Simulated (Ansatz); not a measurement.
# Si3N4: the cost of one run

Code: Ansatz 0.2.0. PAW datasets, plane waves. No spin polarisation and no zero-point or thermal motion.

### Step 1. Starting point

The unstrained cell was relaxed with r2SCAN; in each strained cell the atoms were relaxed again with r2SCAN. Names of k-points are those of the unstrained zone, where strain can split equivalent points. First state: no strain.

The symmetry is P6_3/m (No. 176, hexagonal); conventional cell a = 7.606 Å, c = 2.906 Å, 10.40 Å³ an atom. Si has 4 N at 1.73–1.74 Å; N has 3 Si at 1.73 Å; N has 3 Si at 1.73–1.74 Å.

Coordinates:

```
Si N
1.0
     7.60566    0.00000    0.00000
    -3.80283    6.58670    0.00000
     0.00000    0.00000    2.90565
Si N
6 8
Direct
  0.23061 0.82457 0.75000
  0.40604 0.23061 0.25000
  0.82457 0.59396 0.25000
  0.17543 0.40604 0.75000
  0.59396 0.76939 0.75000
  0.76939 0.17543 0.25000
  0.33333 0.66667 0.75000
  0.66667 0.33333 0.25000
  0.96874 0.66968 0.75000
  0.29906 0.96874 0.25000
  0.66968 0.70094 0.25000
  0.33032 0.29906 0.75000
  0.03126 0.33032 0.25000
  0.70094 0.03126 0.75000
```

### Step 2. No strain: PBE

input.yaml reads:

```yaml
crystal:
  lattice:
    - [7.6056640558, 0.0, 0.0]
    - [-3.8028320279, 6.586698285, 0.0]
    - [0.0, 0.0, 2.9056464664]
  atoms:
    - { symbol: Si, position: [0.2306108591, 0.8245677903, 0.75] }
    - { symbol: Si, position: [0.4060430687, 0.2306108591, 0.25] }
    - { symbol: Si, position: [0.8245677903, 0.5939569313, 0.25] }
    - { symbol: Si, position: [0.1754322097, 0.4060430687, 0.75] }
    - { symbol: Si, position: [0.5939569313, 0.7693891409, 0.75] }
    - { symbol: Si, position: [0.7693891409, 0.1754322097, 0.25] }
    - { symbol: "N", position: [0.3333333333, 0.6666666667, 0.75] }
    - { symbol: "N", position: [0.6666666667, 0.3333333333, 0.25] }
    - { symbol: "N", position: [0.9687373408, 0.6696818164, 0.75] }
    - { symbol: "N", position: [0.2990555244, 0.9687373408, 0.25] }
    - { symbol: "N", position: [0.6696818164, 0.7009444756, 0.25] }
    - { symbol: "N", position: [0.3303181836, 0.2990555244, 0.75] }
    - { symbol: "N", position: [0.0312626592, 0.3303181836, 0.25] }
    - { symbol: "N", position: [0.7009444756, 0.0312626592, 0.75] }
kpoints:
  mp_grid: { grid: [6, 6, 8] }
  band_path:
    path:
      - [0.0, 0.0, 0.0]
      - [0.5, 0.0, 0.0]
      - [0.3333333333, 0.3333333333, 0.0]
      - [0.0, 0.0, 0.5]
      - [0.5, 0.0, 0.5]
      - [0.3333333333, 0.3333333333, 0.5]
      - [0.0, 0.0, 0.171875]
    npoints: 1
hamiltonian:
  xc: pbe
scf:
  occupations: { method: fermi_dirac, width: 0.02 }
  n_extra_bands: 7
output:
  forces: true
  stress: true
  eigenvalues: true
```

Q: Estimate wall time and peak memory on 1 × NVIDIA H100 80GB HBM3 with 2 threads of AMD EPYC 7R13 (Zen 3), shared host.

About 4.2 s, with a peak of 1 GiB on the host.
